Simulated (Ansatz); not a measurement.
# CH8AsBSi: geometry optimisation from a Python script

What geometry does CH8AsBSi take? A script is to give a geometry optimisation; the system is CH8AsBSi.

Computed with Ansatz 0.2.0, driven from Python. Level of theory: PBE+D3(BJ)/def2-SVP.

### 1 The system

Bond lengths: B1–Si2 1.885 Å, Si2–As3 2.297 Å, As3–C4 1.956 Å, B1–H5 1.194 Å, B1–H6 1.255 Å, Si2–H7 1.470 Å, Si2–H8 1.439 Å, As3–H9 1.599 Å, C4–H10 1.162 Å, C4–H11 1.128 Å, C4–H12 1.053 Å. Angles (14 of 18 angles, heavy atoms first): B1–Si2–As3 108.0°, Si2–As3–C4 96.5°, B1–Si2–H7 111.3°, B1–Si2–H8 109.9°, As3–Si2–H7 108.5°, As3–Si2–H8 108.3°, Si2–B1–H5 124.2°, Si2–B1–H6 120.2°, Si2–As3–H9 93.2°, C4–As3–H9 93.8°, As3–C4–H10 106.9°, As3–C4–H11 107.0°, As3–C4–H12 112.7°, H7–Si2–H8 110.7°.

The script holds or builds the structure itself.

### 2 The code

Contents of opt_ch8asbsi.py:

```python
'''Relax the CH8AsBSi molecule.'''

import ansatz as az
import numpy as np

config = {
    'basis': 'def2-SVP',
    'functional': 'PBE',
    'vdw': 'd3bj',
}

GEOMETRY = '''
B    -1.69850    1.18100   -0.42850
Si   -0.81140    0.30390    0.98490
As    1.44820    0.42560    0.58940
C     1.48230   -0.85590   -0.88820
H    -1.61860    0.85700   -1.57500
H    -2.43840    2.16640   -0.19320
H    -1.09560    0.94830    2.27570
H    -1.19160   -1.08410    1.01570
H     1.79170   -0.67750    1.69420
H     0.86370   -1.77920   -0.54920
H     0.88450   -0.40420   -1.73150
H     2.46060   -1.13650   -1.16030
'''

mol = az.Crystal.molecule()
for line in GEOMETRY.strip().splitlines():
    symbol, *xyz = line.split()
    mol = mol.atom(symbol, [float(v) for v in xyz])

job = (
    mol.calculation()
    .basis(gaussian=config['basis'])
    .functional(config['functional'], dispersion=config['vdw'])
)
symbols = [site.symbol for site in mol.cartesian_sites]
start = np.array([site.position_ang for site in mol.cartesian_sites], dtype=float)
def progress(event):
    if event['event'] == 'relax_step':
        row = event['data']
        print(f'step {row["step"]:3d}  E = {row["lagrangian_ev"]:.6f} eV  max force {row["allowed_force_max_ev_ang"]:.4f} eV/A')


report = job.relax(force_tolerance=0.005).session().plan().execute(on_event=progress).report
end = np.array(report['positions_ang'])

print('reference energy %16.6f eV' % report['reference_energy_ev'])
print('total energy     %16.6f eV' % report['free_energy_ev'])
print('occupied (up, down):', report['n_occupied'], ' virtual:', report['n_virtual'], ' frozen:', report['n_frozen'])

print('bond        before    after (A)')
for i, j in [(0, 1), (0, 4), (0, 5), (1, 2), (1, 6), (1, 7), (2, 3), (2, 8), (3, 9), (3, 10), (3, 11)]:
    d0, d1 = (np.linalg.norm(xyz[i] - xyz[j]) for xyz in (start, end))
    print(f'{symbols[i]}{i}-{symbols[j]}{j}'.ljust(10), f'{d0:8.4f} {d1:8.4f}')
for i, j, k in [(1, 0, 4), (1, 0, 5), (4, 0, 5), (0, 1, 2), (0, 1, 6), (0, 1, 7), (2, 1, 6), (2, 1, 7)]:
    u, v = end[i] - end[j], end[k] - end[j]
    print(f'angle {symbols[i]}{i}-{symbols[j]}{j}-{symbols[k]}{k}: {np.degrees(np.arccos(np.clip(u @ v / np.linalg.norm(u) / np.linalg.norm(v), -1, 1))):.2f} deg')
```

### 3 The calls as engine input

The package turns the script's settings into the engine's input:

```yaml
crystal:
  periodic: [false, false, false]
  atoms:
    - { symbol: B, position_ang: [-1.6985, 1.181, -0.4285] }
    - { symbol: Si, position_ang: [-0.8114, 0.3039, 0.9849] }
    - { symbol: As, position_ang: [1.4482, 0.4256, 0.5894] }
    - { symbol: C, position_ang: [1.4823, -0.8559, -0.8882] }
    - { symbol: H, position_ang: [-1.6186, 0.857, -1.575] }
    - { symbol: H, position_ang: [-2.4384, 2.1664, -0.1932] }
    - { symbol: H, position_ang: [-1.0956, 0.9483, 2.2757] }
    - { symbol: H, position_ang: [-1.1916, -1.0841, 1.0157] }
    - { symbol: H, position_ang: [1.7917, -0.6775, 1.6942] }
    - { symbol: H, position_ang: [0.8637, -1.7792, -0.5492] }
    - { symbol: H, position_ang: [0.8845, -0.4042, -1.7315] }
    - { symbol: H, position_ang: [2.4606, -1.1365, -1.1603] }
basis:
  gaussian:
    orbitals: def2-SVP
hamiltonian:
  xc: pbe
  dispersion: d3bj
relax:
  f_tol: 0.005
```

### 4 The run

Started as:

```
$ python opt_ch8asbsi.py
```

Q: Predict the main results. Wanted: total energy; dipole moment; moves of the relaxation; energy gained; last largest force component.

The runs gave:

| quantity | value |
| --- | --- |
| total energy | -70534.2784 eV |
| dipole moment | 0.97 D |
| moves of the relaxation | 14 |
| energy gained | 0.520 eV |
| last largest force component | 0.0025 eV/Å |

**Reading.** The relaxation took 14 moves; the largest shift is 0.627 Å, of atom 6 (H). Reading the output:
- The end point is the stationary point reached from this start; no frequency run checks that it is a minimum, and the basis set is modest.
- Total less reference energy is the dispersion correction.
